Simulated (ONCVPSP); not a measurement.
# W: generating and testing an ONCV potential

Task: generate the file, and judge it by its errors in other configurations, its logarithmic derivatives, its ghosts and its cutoff.

Method: ONCVPSP 4.0.1.1 (patched build), PBE, scalar-relativistic.

## Step 1: The design

The settings as typed:

* element: tungsten (W, Z = 74)
* type: optimised norm-conserving Vanderbilt (ONCV)
* frozen core: [Kr] 4d10
* valence charge: 28
* reference configuration: 4f14 5s2 5p6 5d4 6s2
* partial waves: 5s+6s: rc 1.55 bohr, ncon 4, nbas 9, qcut 8.7 1/bohr, 2 projectors; 5p: rc 1.40 bohr, ncon 5, nbas 9, qcut 4.9 1/bohr, 1 projector; 5d: rc 2.30 bohr, ncon 4, nbas 9, qcut 6.1 1/bohr, 2 projectors, debl 1.3 Ha; 4f: rc 0.55 bohr, ncon 5, nbas 8, qcut 22.3 1/bohr, 2 projectors, debl 3.1 Ha
* local potential: polynomial inside 0.50 bohr (lpopt 3, dvloc0 0 Ha)
* core correction: not asked for

## Step 2: Generating the potential

W.dat reads:

```
# ATOM AND REFERENCE CONFIGURATION
# atsym  z   nc   nv     iexc    psfile
  W 74.00    9    5        4      upf
#
#   n    l    f
    1    0    2.00
    2    0    2.00
    2    1    6.00
    3    0    2.00
    3    1    6.00
    3    2   10.00
    4    0    2.00
    4    1    6.00
    4    2   10.00
    4    3   14.00
    5    0    2.00
    5    1    6.00
    5    2    4.00
    6    0    2.00
#
# PSEUDOPOTENTIAL AND OPTIMIZATION
# lmax
    3
#
#   l,   rc,      ep,       ncon, nbas, qcut
    0    1.55    0.00    4    9    8.70
    1    1.40    0.00    5    9    4.90
    2    2.30    0.00    4    9    6.10
    3    0.55    0.00    5    8   22.30
#
# LOCAL POTENTIAL
# lloc, lpopt,  rc(5),   dvloc0
    4    3    0.50    0.00
#
# VANDERBILT-KLEINMAN-BYLANDER PROJECTORs
# l, nproj, debl
    0    2    3.30
    1    1    1.70
    2    2    1.30
    3    2    3.10
#
# MODEL CORE CHARGE
# icmod, fcfact, rcfact
    0    0.00    0.00
#
# LOG DERIVATIVE ANALYSIS
# epsh1, epsh2, depsh
   -4.00    5.00    0.02
#
# OUTPUT GRID
# rlmax, drl
    6.00    0.01
#
# TEST CONFIGURATIONS
# ncnf
    4
# nvcnf
#   n    l    f
    5
    4    3   14.00
    5    0    2.00
    5    1    6.00
    5    2    4.00
    6    0    1.00
#
    5
    4    3   14.00
    5    0    2.00
    5    1    6.00
    5    2    4.00
    6    0    0.00
#
    5
    4    3   14.00
    5    0    2.00
    5    1    6.00
    5    2    3.00
    6    0    0.00
#
    5
    4    3   14.00
    5    0    1.00
    5    1    6.00
    5    2    4.00
    6    0    2.00
#
```

On the command line:

```
$ oncvpsp.x < W.dat > W.out
```

What does the calculation give? Wanted: cutoffs for 1 and 0.1 mHa per electron, occupied waves; bound ghosts; GHOST(+) flags; largest miss of a reference level; largest test error; largest phase difference near zero energy, channels read.

**Answer**, as computed:

| quantity | value |
| --- | --- |
| cutoffs for 1 and 0.1 mHa per electron, occupied waves | 836 Ha and 919 Ha |
| bound ghosts | s at -1162.42 eV, p at -505.59 eV |
| GHOST(+) flags | s at 266 eV, d at 838 eV, f at 11928 eV |
| largest miss of a reference level | 28 meV (4f) |
| largest test error (AE − PS) | -99 meV, for 4f14 5s1 5p6 5d4 6s2 |
| largest phase difference near zero energy, channels read | 0.007 rad |

**Reading.** A bound ghost (s, p) makes it unfit for use: electrons can fall into a state that the atom doesn't have. The worst unpolarised test, 4f14 5s1 5p6 5d4 6s2, is off by 99 meV on 85.4 eV; by total energies transferability rates as fair. That test lies far up in energy; among those under 40 eV, nearer to bonding, the largest error is 9.7 meV. By its cutoff, 836 Ha for the looser tolerance, it is very hard. The 4f wave sets it; 5p needs 116 Ha. Near zero energy the phases of the channels with partial waves agree within 0.007 rad. The program also flags highly localised states, GHOST(+) (s, d, f). All of this concerns the isolated atom, not yet a solid.
